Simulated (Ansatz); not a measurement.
**AlH₃SeO (SMILES [AlH2][O][SeH]): one structure at several levels**

Aim: energy, forces and dipole at a structure displaced at random from a GFN2-xTB minimum, from CCSD(T) and from density functionals.

Method: single points in def2-TZVPP; program: Ansatz 0.2.0, Gaussian basis.

Correlated methods freeze the cores. Filled d shells of the heavier atoms are correlated.

### 1 Where the work starts

SMILES `[AlH2][O][SeH]`, 6 atoms, charge 0, spin multiplicity 1.

Atoms are counted from 1 here; the program's logs count them from 0.

Bond lengths: Al1–O2 1.620 Å, Al1–H4 1.483 Å, Al1–H5 1.580 Å, O2–Se3 1.819 Å, Se3–H6 1.451 Å. Angles: O2–Al1–H4 121.4°, O2–Al1–H5 117.7°, H4–Al1–H5 119.7°, Al1–O2–Se3 175.7°, O2–Se3–H6 100.1°.

Geometry (Å):

```
Al   -1.0281   -0.1186   -0.6490
O     0.2305   -0.2510    0.3628
Se    1.7230   -0.3577    1.3963
H    -1.9126   -1.2742   -0.9363
H    -1.4739    1.3342   -1.0812
H     2.5374    0.6698    0.7752
```

### 2 CCSD(T)/def2-TZVPP

run/in.yaml reads:

```yaml
crystal:
  periodic: [false, false, false]
  atoms:
    - {symbol: Al, position_ang: [-1.028100, -0.118600, -0.649000]}
    - {symbol: O, position_ang: [0.230500, -0.251000, 0.362800]}
    - {symbol: Se, position_ang: [1.723000, -0.357700, 1.396300]}
    - {symbol: H, position_ang: [-1.912600, -1.274200, -0.936300]}
    - {symbol: H, position_ang: [-1.473900, 1.334200, -1.081200]}
    - {symbol: H, position_ang: [2.537400, 0.669800, 0.775200]}
basis:
  gaussian: {orbitals: def2-TZVPP}
correlation: {method: ccsd_t}
output: {forces: true}
```

The command line of these runs was not kept.

### 3 PBE0-D4/def2-TZVPP

run/in.yaml, as its differences from that of step 2:

```diff
@@ -11,3 +11,3 @@
   gaussian: {orbitals: def2-TZVPP}
-correlation: {method: ccsd_t}
-output: {forces: true}
+hamiltonian: {xc: pbe0, dispersion: d4}
+output: {forces: true, orbitals: {seedname: orbitals}}
```

### 4 wB97M-V/def2-TZVPP

run/in.yaml, as its differences from that of step 3:

```diff
@@ -11,3 +11,3 @@
   gaussian: {orbitals: def2-TZVPP}
-hamiltonian: {xc: pbe0, dispersion: d4}
-output: {forces: true, orbitals: {seedname: orbitals}}
+hamiltonian: {xc: {name: wB97M-V}}
+output: {forces: true}
```

### 5 r2SCAN-D4/def2-TZVPP

run/in.yaml, as its differences from that of step 4:

```diff
@@ -11,3 +11,3 @@
   gaussian: {orbitals: def2-TZVPP}
-hamiltonian: {xc: {name: wB97M-V}}
+hamiltonian: {xc: r2scan, dispersion: d4}
 output: {forces: true}
```

### 6 PBE-D4/def2-TZVPP

run/in.yaml, as its differences from that of step 5:

```diff
@@ -11,3 +11,3 @@
   gaussian: {orbitals: def2-TZVPP}
-hamiltonian: {xc: r2scan, dispersion: d4}
+hamiltonian: {xc: pbe, dispersion: d4}
 output: {forces: true}
```

### 7 BHLYP-D4/def2-TZVPP

run/in.yaml, as its differences from that of step 6:

```diff
@@ -11,3 +11,3 @@
   gaussian: {orbitals: def2-TZVPP}
-hamiltonian: {xc: pbe, dispersion: d4}
+hamiltonian: {xc: {name: BHLYP}, dispersion: d4}
 output: {forces: true}
```

### 8 SPW92/def2-TZVPP

run/in.yaml, as its differences from that of step 7:

```diff
@@ -11,3 +11,3 @@
   gaussian: {orbitals: def2-TZVPP}
-hamiltonian: {xc: {name: BHLYP}, dispersion: d4}
+hamiltonian: {xc: lda}
 output: {forces: true}
```

(Steps that only read results are left out.)

Before running it: what results should come out? Wanted: energy less free atoms, CCSD(T)/def2-TZVPP; RMS force component; RMS force error; HOMO and LUMO, PBE0-D4; T1 diagnostic.

The runs gave:

```
                                  quantity                                                                                          value
energy less free atoms, CCSD(T)/def2-TZVPP                                                                                 -1539.2 kJ/mol
                       RMS force component                                                           1.006 to 1.053 eV/Å over the methods
                           RMS force error  PBE0-D4 0.086, wB97M-V 0.043, r2SCAN-D4 0.076, PBE-D4 0.199, BHLYP-D4 0.146, SPW92 0.179 eV/Å
                    HOMO and LUMO, PBE0-D4                                                                             -6.63 and -1.58 eV
                             T1 diagnostic                                                                                          0.012
```

**Reading.** Against CCSD(T) the functionals' energies less atoms differ by -295.1 to +20.4 kJ/mol, PBE-D4 by -50.4 kJ/mol. A larger basis would deepen the CCSD(T) value, while the functionals are nearly converged already, so the order here is not reliable. The forces of wB97M-V come nearest to CCSD(T), those of PBE-D4 are farthest. Frozen-core CCSD(T) forces in triple zeta carry basis errors of their own, and this is one geometry, so small gaps rank nothing.
